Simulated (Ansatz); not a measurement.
# Ca3AsP in Ansatz: the effect of target pressure

Crystal: Ca3AsP.

```
As Ca P
1.0
     5.33390    0.00000    0.00000
     0.00000    5.33390    0.00000
     0.00000    0.00000    5.33390
As Ca P
1 3 1
Direct
  0.00000 0.00000 0.00000
  0.50000 0.50000 0.00000
  0.50000 0.00000 0.50000
  0.00000 0.50000 0.50000
  0.50000 0.50000 0.50000
```

The cell comes from a database or a generator and needn't be the stable form of this composition.

Alike in all runs:

```yaml
Program: Ansatz 0.2.0
Task: relaxation of cell and atoms
Functional: PBE
Potentials_or_basis: Ansatz PAW
Cutoff: "420 eV (not typed: the program's choice for these potentials)"
k_mesh: 5 × 5 × 5
Occupations: fermi-dirac, width 0.05 eV
Spin: no spin polarisation
```

Each run relaxes the cell or the atoms first.

```tsv
target pressure	relaxed volume (Å³/atom)	gap on the mesh (eV)
0 GPa	30.28	0.19
2 GPa	?	?
5 GPa	27.27	0.43
10 GPa	25.28	0.61
20 GPa	22.58	0.44
30 GPa	20.74	0.08
```

Q: What does the run with target pressure 2 GPa give?

A: Relaxed volume 28.90 Å³/atom; gap on the mesh 0.30 eV.

Worked out: In Murnaghan's law V^(-B') rises as a straight line in P. The other rows fit best with B' = 3.2, V0 = 30.28 Å³/atom and B0 = 41 GPa, which gives 28.93 Å³/atom at 2 GPa, against the run's 28.90. A parabola through the other rows of the gap on the mesh, of slope 0.0457 eV per GPa there, gives 0.31 eV, against the run's 0.30.

Caveats: odd divisions of the mesh miss points on the zone boundary, where band edges often lie, so the gap on the mesh can be too wide; the plane-wave basis is chosen anew once the cell has moved, so the energies of steps on either side of that aren't comparable; the volume moved by over 15 % at a fixed basis, so the end points are rough (some runs).

A k mesh can miss the band edges.
